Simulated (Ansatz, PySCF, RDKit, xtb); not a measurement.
**GeSi3H10O: which of the isomers drawn lies lowest?**

Which of a sample of isomers of GeSi3H10O is the most stable in the gas at 298.15 K, and what are its properties? The sample is small against all isomers, and the most stable one of this formula need not be in it.

Plan: many cheap relaxations first (GFN2-xTB), then density-functional screening, relaxation at r2SCAN-D4/def2-SVP, vibrations (at GFN2-xTB) and a final energy. The numbers are computed, not measured.

## Step 1: Possible bonding patterns

Isomers were taken from a list of plausible structures; this is a sample, not all of them. That gives 4 candidates.

| label | SMILES | spin |
| --- | --- | --- |
| c105 | O[Si@@H]([SiH3])[SiH2][GeH3] | singlet |
| c603 | O[Si@@H]([GeH3])[SiH2][SiH3] | singlet |
| c778 | O[SiH2][SiH2][SiH2][GeH3] | singlet |
| c874 | O[SiH2][Si@@H]([SiH3])[GeH3] | singlet |

Candidates are built by distance geometry, with a force field where one applies, in up to four conformers (letters a to d).

Q: Predict the outcome of this search (final energies at CCSD(T)/def2-SVP + MP2/def2-TZVPP - MP2/def2-SVP).

| quantity | value |
| --- | --- |
| lowest structure found | O[SiH2][Si@@H]([SiH3])[GeH3], singlet |
| next finalist | O[Si@@H]([GeH3])[SiH2][SiH3], singlet, 2.9 kcal/mol higher in G |
| share at equilibrium, among the finalists | 98.8 % |
| dipole moment (PBE0/def2-SVPD) | 1.09 D |
| HOMO energy (PBE0/def2-SVPD) | -7.71 eV |
| LUMO energy (PBE0/def2-SVPD) | -0.89 eV |
| HOMO–LUMO gap (PBE0/def2-SVPD) | 6.82 eV |
| lowest excitation (TD-PBE0/def2-SVPD) | 5.65 eV (f = 0.026) |
| strongest of the states computed, same level | 6.62 eV (f = 0.058) |
| lowest triplet excitation, same level, Tamm-Dancoff | 5.05 eV |
| vertical ionisation energy | 9.37 eV |
| vertical electron affinity | -0.41 eV (unbound: the value depends on the basis) |
| vertical triplet less singlet | +5.07 eV |

`O[SiH2][Si@@H]([SiH3])[GeH3]` comes out lowest. The margin, 2.9 kcal/mol, is modest. With 7 minima in the window unscreened, the next finalist need not be the second lowest, and margin and share hold for the finalists alone. r2SCAN-D4/def2-SVP already puts its bonding pattern lowest among the structures in one piece; GFN2-xTB favours the singlet O[SiH2][SiH2][SiH2][GeH3] (c778b, not a finalist); HF/STO-3G favours the singlet O[Si@@H]([GeH3])[SiH2][SiH3]; r2SCAN-D4/def2-SVP, relaxed, HF/def2-SVP and MP2/def2-SVP favour the singlet O[SiH2][SiH2][SiH2][GeH3]. 7 minima inside the window were never screened. Lowest found is not proven lowest: the search is finite, and each finalist counts with one conformer. Only 4 drawn patterns were tried, so whole families of isomers are missing, and the result ranks only the part of this sample that was screened.
